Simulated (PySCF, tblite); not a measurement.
# C6H11B: dynamics, then NMR shifts on frames, part 1 of 2

How do NMR shifts of C6H11B (`B[C@@H]1C=CCCC1`) change as the atoms move?

Computed with tblite 0.8.0 and PySCF 2.14.0, with density-fitted response routines of our own, on a single molecule in the gas phase. Atoms are numbered from 0 throughout.

## (1) The starting structure

18 atoms, charge 0, multiplicity 1; geometry from: GFN2-xTB.

Bonds of the start (Å): B0–C1 1.57, C1–C2 1.50, C2–C3 1.32, C3–C4 1.50, C4–C5 1.53, C5–C6 1.53, C6–C1 1.53, B0–H7 1.17, B0–H8 1.17, C1–H9 1.11, C2–H10 1.08, C3–H11 1.08, C4–H12 1.10, C4–H13 1.09, C5–H14 1.09, C5–H15 1.09, C6–H16 1.09, C6–H17 1.09.

## (2) Dynamics with GFN2-xTB

The job: settings as JSON, then the geometry in Å.

```
{"job": {"kind": "md", "xc": "GFN2-xTB", "basis": "xTB", "temperature": 300, "steps": 2000, "every": 50, "frames": 5}, "charge": 0, "multiplicity": 1}
B      2.465157     0.386601     0.618681
C      1.081611     0.232594    -0.113060
C      0.122148     1.376931     0.059252
C     -1.193129     1.241282     0.102596
C     -1.901956    -0.069239    -0.051462
C     -0.971564    -1.129000    -0.633563
C      0.362012    -1.105422     0.106244
H      2.905911     1.447233     0.836498
H      3.087234    -0.564974     0.891212
H      1.399332     0.264939    -1.173403
H      0.569303     2.356862     0.154225
H     -1.825448     2.105272     0.259013
H     -2.270818    -0.394186     0.927752
H     -2.777283     0.060598    -0.694142
H     -0.802098    -0.921775    -1.693103
H     -1.434163    -2.115251    -0.554128
H      0.177937    -1.238680     1.174459
H      0.997054    -1.927468    -0.228730
```

Method: GFN2-xTB Langevin dynamics, gas phase.

On the command line:

```bash
> OMP_NUM_THREADS=1 python probes_run.py task.json out
```

The driver reads the jobs from task.json and runs them one after another.

The program printed:

```text
t/fs     T/K      E/eV
    0.0   254.5   -534.94384
   25.0   209.8   -534.63883
   50.0   221.5   -534.56803
   75.0   252.0   -534.60631
  100.0   243.1   -534.39818
  125.0   283.5   -534.47852
  150.0   278.4   -534.41226
  175.0   225.8   -534.27698
  200.0   294.6   -534.34790
  225.0   338.4   -534.38838
  250.0   337.8   -534.26028
  275.0   290.3   -534.15579
  300.0   368.4   -534.18571
  325.0   333.5   -534.21955
  350.0   390.3   -534.35429
  375.0   310.2   -534.31825
  400.0   308.5   -534.27519
  425.0   260.1   -534.05729
  450.0   304.0   -534.22164
  475.0   259.5   -534.20549
  500.0   313.7   -534.26024
  525.0   373.4   -534.29167
  550.0   318.9   -534.45776
  575.0   314.8   -534.32515
  600.0   222.4   -534.11555
  625.0   364.0   -534.37603
  650.0   291.8   -533.98643
  675.0   324.1   -534.12814
  700.0   460.2   -534.35185
  725.0   294.8   -534.14917
  750.0   280.7   -534.33314
  775.0   296.5   -534.35301
  800.0   318.0   -534.44020
  825.0   251.6   -534.31679
  850.0   243.7   -534.08921
  875.0   292.6   -534.15902
  900.0   296.7   -534.29110
  925.0   230.1   -534.17268
  950.0   290.4   -534.23899
  975.0   313.5   -534.20327
 1000.0   343.8   -534.37045
```

Wall time 8.8 s (1 thread of Arm Neoverse V2, shared host); peak memory 0.18 GiB.

Distance from the start (root mean square after alignment): 0 fs 0.00 Å, 200 fs 0.18 Å, 400 fs 0.11 Å, 600 fs 0.34 Å, 800 fs 0.38 Å, 1000 fs 0.75 Å.

Positions (Å) and forces (eV/Å) at 1000 fs:

```xyz
18

B     1.427   -0.832    2.235    0.512   -0.941   -0.424
C     1.406   -0.494    0.710    0.288    0.980   -0.690
C     0.725    0.754    0.276   -2.097    0.794   -0.308
C    -0.352    0.846   -0.508   -0.430   -0.473    0.185
C    -0.977   -0.335   -1.174    0.539   -0.141   -0.589
C     0.127   -1.365   -1.357   -0.168    0.893    0.173
C     0.795   -1.672   -0.047   -0.096   -0.606    0.098
H     1.752   -1.964    2.449   -0.192    0.635    0.265
H     1.181   -0.050    3.025   -0.127    0.376    0.639
H     2.437   -0.172    0.454    0.199   -1.036   -0.099
H     0.971    1.714    0.672    0.854    0.207    0.599
H    -0.909    1.760   -0.651    0.387    0.298   -0.006
H    -1.789   -0.765   -0.579   -0.018    0.182   -0.086
H    -1.325   -0.132   -2.202   -0.317    0.388    0.519
H     0.831   -1.007   -2.086    0.500    0.324   -0.327
H    -0.340   -2.217   -1.761   -0.326   -1.472   -0.438
H     0.008   -2.052    0.598   -0.177   -0.225    0.217
H     1.464   -2.495   -0.238    0.667   -0.185    0.273
```

## (3) NMR shieldings: 250 fs, PBE0/pcSseg-1

The job: settings as JSON, then the geometry in Å.

```
{"job": {"kind": "nmr", "xc": "PBE0", "basis": "pcSseg-1", "pop": false}, "charge": 0, "multiplicity": 1}
B      1.724300    -0.045000     1.764300
C      0.956400     0.043000     0.399900
C     -0.127200     1.013500     0.470800
C     -1.303900     0.896400    -0.144000
C     -1.546400    -0.259700    -1.118100
C     -0.492800    -1.322800    -1.176000
C      0.349100    -1.379300     0.075500
H      1.753800     0.852500     2.526300
H      2.247600    -1.000400     2.081400
H      1.620300     0.468400    -0.428000
H      0.079000     1.838200     1.118200
H     -2.196300     1.399300     0.037600
H     -2.525200    -0.660100    -0.839100
H     -1.707000     0.161600    -2.107800
H      0.150000    -1.120300    -2.096300
H     -0.865500    -2.341700    -1.310400
H     -0.308500    -1.533500     1.013600
H      1.073800    -2.149400     0.000300
```

With the program's defaults for keys left out, this is: GIAO PBE0/pcSseg-1 NMR shielding, non-relativistic, gas phase.

The program printed:

```text
coarse grid: 14424 points
cycle   1  E = -259.5909926977  dE =  8.006e-01  |g| = 3.923e-01  |ddm| = 3.711e+00
cycle   2  E = -259.5829706129  dE =  8.022e-03  |g| = 4.499e-01  |ddm| = 8.334e-01
cycle   3  E = -259.6360148076  dE = -5.304e-02  |g| = 4.873e-02  |ddm| = 4.761e-01
cycle   4  E = -259.6364884641  dE = -4.737e-04  |g| = 1.894e-02  |ddm| = 6.868e-02
cycle   5  E = -259.6365509876  dE = -6.252e-05  |g| = 1.101e-02  |ddm| = 2.401e-02
cycle   6  E = -259.6365810909  dE = -3.010e-05  |g| = 1.899e-03  |ddm| = 1.093e-02
cycle   7  E = -259.6365820145  dE = -9.236e-07  |g| = 4.049e-04  |ddm| = 2.313e-03
final grid: 137552 points
cycle   8  E = -259.6782184074  dE = -4.693e-05  |g| = 8.107e-03  |ddm| = 3.845e-02
cycle   9  E = -259.6782112688  dE =  7.139e-06  |g| = 9.827e-03  |ddm| = 1.791e-02
cycle  10  E = -259.6782363273  dE = -2.506e-05  |g| = 7.631e-04  |ddm| = 9.730e-03
cycle  11  E = -259.6782364527  dE = -1.254e-07  |g| = 2.915e-04  |ddm| = 9.193e-04
cycle  12  E = -259.6782364719  dE = -1.923e-08  |g| = 9.618e-05  |ddm| = 3.182e-04
cycle  13  E = -259.6782364743  dE = -2.346e-09  |g| = 2.480e-05  |ddm| = 1.184e-04
cycle  14  E = -259.6782364744  dE = -1.580e-10  |g| = 4.743e-06  |ddm| = 3.064e-05
converged SCF energy = -259.6782364744

GIAO shielding tensors (ppm)
atom      isotropic    diamagn.    paramagn.     s11        s22        s33       span
  0 B        7.625     191.091    -183.466    -56.698    -36.910    116.483    173.181
  1 C      141.967     248.354    -106.387    110.867    140.083    174.952     64.085
  2 C       45.434     255.099    -209.665    -57.936     47.060    147.179    205.114
  3 C       54.499     253.438    -198.939    -59.353     58.622    164.227    223.579
  4 C      159.405     245.508     -86.103    149.436    158.875    169.903     20.468
  5 C      158.461     245.259     -86.797    150.064    155.850    169.469     19.405
  6 C      153.254     249.192     -95.938    144.185    151.913    163.665     19.480
  7 H       23.855      29.768      -5.913     16.749     26.593     28.224     11.475
  8 H       24.163      30.397      -6.234     15.637     27.026     29.826     14.189
  9 H       28.352      28.990      -0.638     23.569     27.087     34.402     10.833
 10 H       25.066      32.756      -7.691     23.062     24.943     27.193      4.131
 11 H       26.063      32.420      -6.357     24.602     25.247     28.341      3.739
 12 H       29.634      29.034       0.600     24.560     28.530     35.811     11.252
 13 H       29.732      29.027       0.706     24.966     28.191     36.039     11.073
 14 H       28.823      29.086      -0.263     24.176     27.705     34.589     10.413
 15 H       29.440      28.853       0.587     24.300     27.961     36.059     11.759
 16 H       29.343      30.235      -0.892     25.715     27.388     34.926      9.211
 17 H       29.973      32.030      -2.057     25.621     27.901     36.399     10.778
```

It took 23 s on 1 thread of Arm Neoverse V2, shared host; peak memory 0.79 GiB.

Shifts follow as δ = σ(reference) − σ, with reference shieldings (ppm) from runs at the same level and on the same kind of geometry: 1H TMS 31.72, 13C TMS 186.9, 11B BF3·OEt2 100.1. The references are single molecules in the gas phase. Each atom is listed at this fixed geometry, with no averaging over motion; a spectrum would average atoms that exchange fast.

| atoms | environment | σ (ppm) | δ (ppm) |
| --- | --- | --- | --- |
| C2 | alkene CH | 45.4 | 141.5 |
| C3 | alkene CH | 54.5 | 132.4 |
| C1 | allylic sp3 CH bonded to B | 142.0 | 45.0 |
| C6 | sp3 CH2 in a ring | 153.3 | 33.7 |
| C5 | sp3 CH2 in a ring | 158.5 | 28.5 |
| C4 | allylic sp3 CH2 | 159.4 | 27.5 |
| H7 | hydrogen on a boron bonded to C | 23.86 | 7.86 |
| H8 | hydrogen on a boron bonded to C | 24.16 | 7.55 |
| H10 | hydrogen on an alkene CH | 25.07 | 6.65 |
| H11 | hydrogen on an alkene CH | 26.06 | 5.65 |
| H9 | hydrogen on an allylic sp3 CH bonded to B | 28.35 | 3.36 |
| H14 | hydrogen on an sp3 CH2 in a ring | 28.82 | 2.89 |
| H16 | hydrogen on an sp3 CH2 in a ring | 29.34 | 2.37 |
| H15 | hydrogen on an sp3 CH2 in a ring | 29.44 | 2.28 |
| H12 | hydrogen on an allylic sp3 CH2 | 29.63 | 2.08 |
| H13 | hydrogen on an allylic sp3 CH2 | 29.73 | 1.98 |
| H17 | hydrogen on an sp3 CH2 in a ring | 29.97 | 1.74 |
| B0 | boron bonded to C, 2 H | 7.6 | 92.4 |

Ring of atoms C1, C2, C3, C4, C5, C6: NICS(0) -1.1, NICS(1) -2.2, NICS(1)zz 0.9 ppm (means of both faces; NICS(1) differs between them: -3.7 and -0.7).

Orbitals, density, ELF and potential are computed afterwards from the orbital file.

Frontier orbitals at PBE0/pcSseg-1, with the share of their density that lies nearest to each atom:

| orbital | energy (eV) | lies on |
| --- | --- | --- |
| HOMO | -6.74 | C2, C3 about 32 % each; H9 6 % |
| LUMO | -1.47 | B0 50 %; H7, H8 about 15 % each; H9 8 % |

ELF in a plane through or near 9 of the atoms.

Ten even steps from ' ' (0.00) to '@' (1.00):
```
                                                        
                                                        
                                                        
                    --==..    ..**##==                  
                  ==@@@@**    ++@@@@%%..                
        ..==--    **@@@@@@--::**@@@@%%..                
      ::%%@@@@##  ::@@@@%%++##::==##--                  
      ##@@@@@@@@##  ..++..--%%::::##==::::..            
      ##@@@@@@@@%%----**##++**++@@%%--++==::            
      ..++%%%%::::**%%++**--  ..++..==**++--            
        ..==++::****%%++##++::::##@@**==::..            
      ..##@@@@@@%%==--**##--**%%::==**::                
      ::@@@@@@@@@@::  ==++--++@@::==##==                
        ##@@@@@@**  ::@@@@@@++--**@@@@@@==              
        ..++##**    ++@@@@@@++  ++@@@@@@++..            
                    --@@@@@@--  ..++##==                
                      --**==                            
                                                        
                                                        
                                                        
```
The map spans 11.5 Å across and 9.8 Å up, centred on the molecule. Atoms in the plane (x, y in Å): B0 (-2.5, -0.1), C2 (-0.4, 1.3), C3 (0.9, 1.5), C4 (1.8, 0.3), C5 (1.3, -1.0), C6 (-0.2, -1.1), H7 (-3.2, 0.9), H10 (-1.1, 2.1), H17 (-0.6, -2.1).

On the surface of density 0.002 e/bohr³ the electrostatic potential runs, from the 1st to the 99th percentile, from -0.68 V near C3 to 1.42 V near B0.

## (4) NMR shieldings: 425 fs, PBE0/pcSseg-1

The job: settings as JSON, then the geometry in Å.

```
{"job": {"kind": "nmr", "xc": "PBE0", "basis": "pcSseg-1", "pop": false}, "charge": 0, "multiplicity": 1}
B      1.572800    -0.723100     2.289300
C      1.116500    -0.426100     0.892600
C      0.265600     0.803300     0.670600
C     -0.648300     0.905800    -0.263400
C     -0.939400    -0.244100    -1.234300
C      0.286600    -1.078900    -1.372100
C      0.736800    -1.609300    -0.011300
H      1.670300     0.227200     3.202400
H      2.036900    -1.734100     2.492300
H      2.058100    -0.052600     0.496000
H      0.571800     1.597700     1.301700
H     -1.166700     1.817300    -0.561900
H     -1.551100    -0.947200    -0.687100
H     -1.383400     0.273500    -2.144300
H      1.152000    -0.646600    -1.851100
H     -0.004000    -1.917000    -2.103000
H     -0.045900    -2.248700     0.425100
H      1.585600    -2.254400    -0.210600
```

Level: GIAO PBE0/pcSseg-1 NMR shielding, non-relativistic, gas phase.

The program printed:

```text
coarse grid: 14424 points
cycle   1  E = -259.5849810691  dE =  8.427e-01  |g| = 4.028e-01  |ddm| = 3.703e+00
cycle   2  E = -259.5769641256  dE =  8.017e-03  |g| = 4.565e-01  |ddm| = 8.496e-01
cycle   3  E = -259.6316191589  dE = -5.466e-02  |g| = 5.096e-02  |ddm| = 4.903e-01
cycle   4  E = -259.6321833213  dE = -5.642e-04  |g| = 1.344e-02  |ddm| = 6.946e-02
cycle   5  E = -259.6322262190  dE = -4.290e-05  |g| = 5.257e-03  |ddm| = 1.777e-02
cycle   6  E = -259.6322326978  dE = -6.479e-06  |g| = 1.411e-03  |ddm| = 6.034e-03
final grid: 137552 points
cycle   7  E = -259.6743862132  dE = -4.207e-05  |g| = 7.929e-03  |ddm| = 3.638e-02
cycle   8  E = -259.6743768428  dE =  9.370e-06  |g| = 1.009e-02  |ddm| = 1.675e-02
cycle   9  E = -259.6744028877  dE = -2.604e-05  |g| = 9.555e-04  |ddm| = 9.471e-03
cycle  10  E = -259.6744030852  dE = -1.975e-07  |g| = 3.937e-04  |ddm| = 1.179e-03
cycle  11  E = -259.6744031242  dE = -3.904e-08  |g| = 7.284e-05  |ddm| = 4.267e-04
cycle  12  E = -259.6744031254  dE = -1.210e-09  |g| = 2.244e-05  |ddm| = 8.212e-05
cycle  13  E = -259.6744031256  dE = -1.276e-10  |g| = 3.923e-06  |ddm| = 2.669e-05
converged SCF energy = -259.6744031256

GIAO shielding tensors (ppm)
atom      isotropic    diamagn.    paramagn.     s11        s22        s33       span
  0 B       16.566     189.514    -172.948    -52.349    -13.107    115.155    167.504
  1 C      135.958     251.232    -115.274     98.767    132.151    176.957     78.190
  2 C       53.254     253.453    -200.198    -50.609     65.215    145.156    195.765
  3 C       53.353     254.771    -201.417    -47.762     52.536    155.287    203.049
  4 C      152.252     249.402     -97.150    143.598    148.037    165.122     21.524
  5 C      155.829     244.881     -89.052    150.445    152.820    164.221     13.776
  6 C      155.412     246.784     -91.372    147.243    150.439    168.554     21.311
  7 H       23.280      26.398      -3.118     18.813     25.336     25.692      6.879
  8 H       24.465      29.237      -4.772     16.297     27.669     29.429     13.132
  9 H       30.100      30.894      -0.794     25.071     30.396     34.833      9.762
 10 H       25.766      33.520      -7.754     24.170     25.699     27.431      3.261
 11 H       25.310      31.695      -6.384     23.057     25.566     27.308      4.250
 12 H       29.020      30.835      -1.814     26.064     27.689     33.307      7.243
 13 H       28.293      29.070      -0.777     23.519     27.090     34.269     10.750
 14 H       30.247      30.818      -0.571     26.575     28.488     35.678      9.103
 15 H       28.642      27.865       0.778     23.886     26.942     35.099     11.213
 16 H       29.593      30.570      -0.978     25.794     27.822     35.162      9.368
 17 H       29.469      30.425      -0.957     25.056     27.500     35.850     10.793
```

Run time: 17 s. Hardware: 1 thread of Arm Neoverse V2, shared host; peak memory 0.82 GiB.

In short: δ C2 133.7, C3 133.6, C1 51.0, C4 34.7, H7 8.44, H8 7.25 ppm.

## (5) Nuclear shieldings: 625 fs, PBE0/pcSseg-1

The job: settings as JSON, then the geometry in Å.

```
{"job": {"kind": "nmr", "xc": "PBE0", "basis": "pcSseg-1", "pop": false}, "charge": 0, "multiplicity": 1}
B      0.651800    -0.691100     2.472900
C      1.050300    -0.591600     0.900300
C      0.848100     0.831900     0.402600
C      0.000900     1.080500    -0.578500
C     -0.797300     0.014100    -1.323300
C     -0.063700    -1.327900    -1.194100
C      0.160600    -1.652200     0.245200
H      0.001300     0.150500     2.945300
H      0.983700    -1.607600     3.006900
H      2.149700    -0.695800     0.947600
H      1.446600     1.606100     0.913800
H     -0.118800     2.052600    -0.970600
H     -1.751000    -0.244300    -0.851300
H     -0.968300     0.248300    -2.373300
H      0.910300    -1.275400    -1.694600
H     -0.730300    -2.097900    -1.629000
H     -0.839400    -1.677500     0.778900
H      0.621400    -2.670500     0.296400
```

Level: GIAO PBE0/pcSseg-1 NMR shielding, non-relativistic, gas phase.

The program printed:

```text
coarse grid: 14424 points
cycle   1  E = -259.5959187436  dE =  7.403e-01  |g| = 3.933e-01  |ddm| = 3.697e+00
cycle   2  E = -259.5851232966  dE =  1.080e-02  |g| = 4.616e-01  |ddm| = 8.570e-01
cycle   3  E = -259.6407975804  dE = -5.567e-02  |g| = 5.147e-02  |ddm| = 4.999e-01
cycle   4  E = -259.6413574641  dE = -5.599e-04  |g| = 1.840e-02  |ddm| = 6.882e-02
cycle   5  E = -259.6414278322  dE = -7.037e-05  |g| = 9.018e-03  |ddm| = 2.273e-02
cycle   6  E = -259.6414470179  dE = -1.919e-05  |g| = 2.257e-03  |ddm| = 9.178e-03
cycle   7  E = -259.6414482318  dE = -1.214e-06  |g| = 4.900e-04  |ddm| = 2.197e-03
final grid: 137552 points
cycle   8  E = -259.6831331505  dE = -4.740e-05  |g| = 7.487e-03  |ddm| = 3.737e-02
cycle   9  E = -259.6831267993  dE =  6.351e-06  |g| = 9.154e-03  |ddm| = 1.622e-02
cycle  10  E = -259.6831484708  dE = -2.167e-05  |g| = 7.704e-04  |ddm| = 9.045e-03
cycle  11  E = -259.6831486166  dE = -1.458e-07  |g| = 2.117e-04  |ddm| = 9.615e-04
cycle  12  E = -259.6831486263  dE = -9.694e-09  |g| = 8.977e-05  |ddm| = 2.487e-04
cycle  13  E = -259.6831486281  dE = -1.796e-09  |g| = 2.934e-05  |ddm| = 9.141e-05
cycle  14  E = -259.6831486283  dE = -2.135e-10  |g| = 5.316e-06  |ddm| = 3.126e-05
converged SCF energy = -259.6831486283

GIAO shielding tensors (ppm)
atom      isotropic    diamagn.    paramagn.     s11        s22        s33       span
  0 B       10.387     194.184    -183.796    -62.508    -31.331    125.001    187.509
  1 C      144.638     247.252    -102.614    131.072    139.151    163.691     32.619
  2 C       42.345     255.948    -213.602    -82.705     56.525    153.216    235.920
  3 C       61.200     252.157    -190.957    -40.659     58.336    165.923    206.582
  4 C      154.280     247.958     -93.678    142.601    152.790    167.448     24.847
  5 C      158.146     246.717     -88.571    149.888    155.033    169.515     19.627
  6 C      164.341     248.430     -84.090    148.188    158.989    185.845     37.658
  7 H       24.005      29.765      -5.760     14.865     27.921     29.228     14.363
  8 H       24.242      31.294      -7.052     14.690     27.652     30.384     15.694
  9 H       29.284      29.874      -0.590     23.169     29.189     35.494     12.325
 10 H       24.792      31.483      -6.691     23.955     24.602     25.819      1.864
 11 H       26.326      31.829      -5.503     24.038     27.161     27.780      3.742
 12 H       29.640      30.763      -1.122     26.167     27.499     35.255      9.087
 13 H       29.573      29.897      -0.324     25.082     27.770     35.866     10.785
 14 H       29.874      30.030      -0.156     25.758     28.134     35.729      9.971
 15 H       29.469      29.370       0.098     24.821     27.841     35.743     10.922
 16 H       30.204      30.506      -0.303     26.279     29.002     35.331      9.052
 17 H       28.975      28.971       0.004     23.743     26.857     36.324     12.582
```

It took 17 s on 1 thread of Arm Neoverse V2, shared host; peak memory 0.82 GiB.

This run: δ C2 144.6, C3 125.7, C1 42.3, C4 32.6, H7 7.71, H8 7.47 ppm.

(Continued in part 2 of 2.)
